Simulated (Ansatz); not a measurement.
Run this with Ansatz's Python interface and show what comes out.

The script, `dimer_bbrfh.py`:
```python
# -*- coding: utf-8 -*-
"""Binding of a BBrFH dimer at a trial geometry."""

import ansatz as az

BASIS_SET = "def2-SVP"
FUNCTIONAL = "pbe"
VDW = "d4"

FIRST = [
    ("F", (1.2337, -0.3415, -0.8077)),
    ("B", (0.0513, -0.1447, 0.0653)),
    ("Br", (-1.213, 1.4168, -0.1659)),
    ("H", (-0.0721, -0.9305, 0.9084)),
]
SECOND = [
    ("F", (-0.894, 3.4483, -4.422)),
    ("B", (-0.6265, 2.466, -3.3438)),
    ("Br", (-0.4403, 0.4857, -3.7097)),
    ("H", (-0.568, 2.9135, -2.2761)),
]

def energy(atoms, ghosts=()):
    molecule = az.Crystal.molecule()
    for symbol, xyz in atoms:
        molecule = molecule.atom(symbol, xyz)
    calc = (
        molecule.calculation()
        .basis(gaussian=BASIS_SET)
        .functional(FUNCTIONAL, dispersion=VDW)
    )
    deck = calc.input()
    if ghosts:
        deck = deck.set(az.key.basis.gaussian.ghost_atoms, [{"symbol": s, "position_ang": list(xyz)} for s, xyz in ghosts])
    return az.Session.from_dict(deck).plan().execute().report["free_energy_ev"]

# monomers in their own basis and in the basis of the dimer
both = energy(FIRST + SECOND)
alone = energy(FIRST) + energy(SECOND)
ghosted = energy(FIRST, SECOND) + energy(SECOND, FIRST)
print(f"dimer {both:.6f} eV")
print(f"interaction, uncorrected   {(both - alone):8.3f} eV")
print(f"interaction, counterpoise  {(both - ghosted):8.3f} eV")
print(f"basis-set superposition    {(alone - ghosted):8.3f} eV")
```

```console
$ python dimer_bbrfh.py
dimer -146864.184277 eV
interaction, uncorrected      0.018 eV
interaction, counterpoise     0.076 eV
basis-set superposition       0.059 eV
```

Uncorrected it is 0.018 eV, with the counterpoise correction 0.076 eV; the difference, 0.06 eV, is the superposition error. In this basis both values are repulsive.

What to keep in mind:
- Total energies depend on the basis set; only differences at equal settings carry meaning.
- The dimer is a generated trial pose of unrelaxed monomers, not a minimum, so the figure is no binding energy, and the basis set is small.
- The whole script took 15 s on 1 thread of Arm Neoverse V1, on a shared host, peak memory 0.23 GiB.
